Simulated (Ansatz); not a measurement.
# GeAsH2+ (triplet): wave-function methods side by side, cc-pVTZ

Aim: climb from Hartree-Fock through coupled cluster and multireference methods for GeAsH2+ (triplet) at one geometry and basis, and see what each rung misses.

Program: Ansatz 0.2.0, Gaussian basis. Level of theory: cc-pVTZ, core rule «outside noble gas», up to 28 orbitals frozen. These are calculated values, not measurements.

The runs, in order: UHF; CCSD(T) on ROHF; CCSD(T) on UHF; BCCD(T) on ROHF; CCSDT(Q) on ROHF; CCSDT(Q) on UHF; CASSCF and MRCISD+Q, 10 electrons in 10 orbitals; CASSCF and NEVPT2, 10 electrons in 10 orbitals.

5 further runs of the same task are left out: 5 set aside as unsound or not needed.

## 1. The geometry

The geometry is a PBE0/def2-TZVP stationary point (not a proven minimum) of the parent state, kept for this charge and spin. No spin-orbit coupling is included. The filled d shell of Ge, As may be among the frozen orbitals whatever the setting's name suggests; the logs give the count.

4 atoms, charge 1, spin multiplicity 3.

Atoms are counted from 1 here; the program's logs count them from 0.

Bond lengths: Ge1–As2 2.506 Å, Ge1–H3 1.559 Å, As2–H4 1.525 Å. Angles: As2–Ge1–H3 115.1°, Ge1–As2–H4 92.9°.

## 2. UHF

in.yaml reads:

```yaml
crystal:
  periodic: [false, false, false]
  atoms:
    - {symbol: Ge, position_ang: [0.000000, -0.057184, 1.266796]}
    - {symbol: As, position_ang: [0.000000, 0.057296, -1.236405]}
    - {symbol: H, position_ang: [0.000000, 1.323124, 1.991542]}
    - {symbol: H, position_ang: [0.000000, -1.460876, -1.383020]}
basis:
  gaussian: {orbitals: cc-pVTZ}
total_charge: 1
magnetization: {spin_polarized: true, initial_magnetization: 2}
hamiltonian: {xc: hf}
output: {orbitals: {seedname: orbitals}}
```

Run with:

```sh
> ansatz run in.yaml --threads 1 --pin off --events-out ev --progress --plain --max-ram 4096MiB --backend cpu
```

Further steps of the session: CCSD(T) on ROHF; CCSD(T) on UHF; BCCD(T) on ROHF; CCSDT(Q) on ROHF; CCSDT(Q) on UHF; CASSCF and MRCISD+Q, 10 electrons in 10 orbitals; CASSCF and NEVPT2, 10 electrons in 10 orbitals.

Q: Predict the results of all the runs planned. Wanted: UCCSDT(Q) below the RHF energy; RMP2 from UCCSDT(Q); UMP2 from UCCSDT(Q); RCCSD from UCCSDT(Q); RCCSD(T) from UCCSDT(Q); UCCSD(T) from UCCSDT(Q); RCCSDT(Q) from UCCSDT(Q); NEVPT2 valence from UCCSDT(Q); MRCISD+Q valence from UCCSDT(Q).

As calculated:

```
                         quantity                      value
   UCCSDT(Q) below the RHF energy                 -6.4055 eV
              RMP2 from UCCSDT(Q)              +123.2 kJ/mol
              UMP2 from UCCSDT(Q)              +128.5 kJ/mol
             RCCSD from UCCSDT(Q)               +32.0 kJ/mol
          RCCSD(T) from UCCSDT(Q)                +6.6 kJ/mol
          UCCSD(T) from UCCSDT(Q)                +6.2 kJ/mol
         RCCSDT(Q) from UCCSDT(Q)                +0.9 kJ/mol
    NEVPT2 valence from UCCSDT(Q)               +98.3 kJ/mol
  MRCISD+Q valence from UCCSDT(Q)                +5.0 kJ/mol
levels within 1 kcal/mol (43 meV)  RCCSDT, UCCSDT, RCCSDT(Q)
                    T1 diagnostic                      0.036
   effectively unpaired electrons                       2.05
```

What this shows: RCCSD(T) misses by +6.6 kJ/mol, 1.1 % of the correlation energy. One determinant dominates. Of the multireference levels listed MRCISD+Q valence comes nearest in total energy (+5.0 kJ/mol), which doesn't show that its space is the better one. These misses are within one basis, not against nature; the frozen cores of restricted and unrestricted runs differ, which can shift their rows.
